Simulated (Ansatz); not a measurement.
# CH5AlF2O2: the cost of one run

Method: RKS PBE-D4/def2-SVP, in Ansatz 0.2.0.

## Step 1: The starting structure

Bond lengths: Al1–O2 2.178 Å, O2–C3 1.403 Å, Al1–F4 1.635 Å, Al1–F5 1.635 Å, Al1–O7 2.179 Å, C3–H8 1.092 Å, C3–H9 1.094 Å, C3–H10 1.092 Å, O7–H11 0.955 Å. Angles: Al1–O2–C3 135.8°, O2–Al1–F4 114.8°, O2–Al1–F5 109.8°, O2–Al1–O7 69.6°, F4–Al1–F5 125.6°, F4–Al1–O7 112.2°, F5–Al1–O7 111.4°, O2–C3–H8 112.3°, O2–C3–H9 108.2°, O2–C3–H10 108.9°, H8–C3–H9 109.2°, H8–C3–H10 109.1°, H9–C3–H10 109.1°, Al1–O7–H11 116.4°.

Coordinates:

```xyz
11

Al   -0.4072    1.3766    0.8546
O     0.1600   -0.6360    0.2434
C    -0.4427   -1.6747   -0.4822
F    -1.8155    1.9141    0.2215
F     0.1261    1.6641    2.3735
H     0.8183    0.2569   -0.3903
O     1.2241    1.4517   -0.5880
H    -1.2309   -1.3139   -1.1469
H     0.3314   -2.1697   -1.0764
H    -0.8695   -2.3946    0.2199
H     2.1059    1.5254   -0.2291
```

## Step 2: A restrained relaxation towards end A

Springs on the bonds that form and break draw the guess towards this end; the thresholds are loose.

File input.yaml:

```yaml
crystal:
  periodic: [false, false, false]
  atoms:
    - { symbol: Al, position_ang: [-0.4072, 1.3766, 0.8546] }
    - { symbol: O, position_ang: [0.16, -0.636, 0.2434] }
    - { symbol: C, position_ang: [-0.4427, -1.6747, -0.4822] }
    - { symbol: F, position_ang: [-1.8155, 1.9141, 0.2215] }
    - { symbol: F, position_ang: [0.1261, 1.6641, 2.3735] }
    - { symbol: H, position_ang: [0.8183, 0.2569, -0.3903] }
    - { symbol: O, position_ang: [1.2241, 1.4517, -0.588] }
    - { symbol: H, position_ang: [-1.2309, -1.3139, -1.1469] }
    - { symbol: H, position_ang: [0.3314, -2.1697, -1.0764] }
    - { symbol: H, position_ang: [-0.8695, -2.3946, 0.2199] }
    - { symbol: H, position_ang: [2.1059, 1.5254, -0.2291] }
basis:
  gaussian: { orbitals: def2-SVP }
hamiltonian:
  xc: pbe
  dispersion: d4
relax:
  f_tol: 0.15
  max_steps: 25
  restrain:
    - { distance: [0, 6], at: 3.17, k: 30.0 }
    - { distance: [5, 1], at: 2.27, k: 30.0 }
    - { distance: [0, 1], at: 1.87, k: 30.0 }
    - { distance: [5, 6], at: 0.97, k: 30.0 }
```

Command:

```bash
$ ansatz run input.yaml --threads 2 --pin off --max-ram 3072MiB --backend cpu --events-out ev --progress --plain --runs-dir out
```

What time and memory should one allow on 2 threads of AMD EPYC 9R45 (Zen 5), shared host?

About 11 s, with a peak of 0.17 GiB.
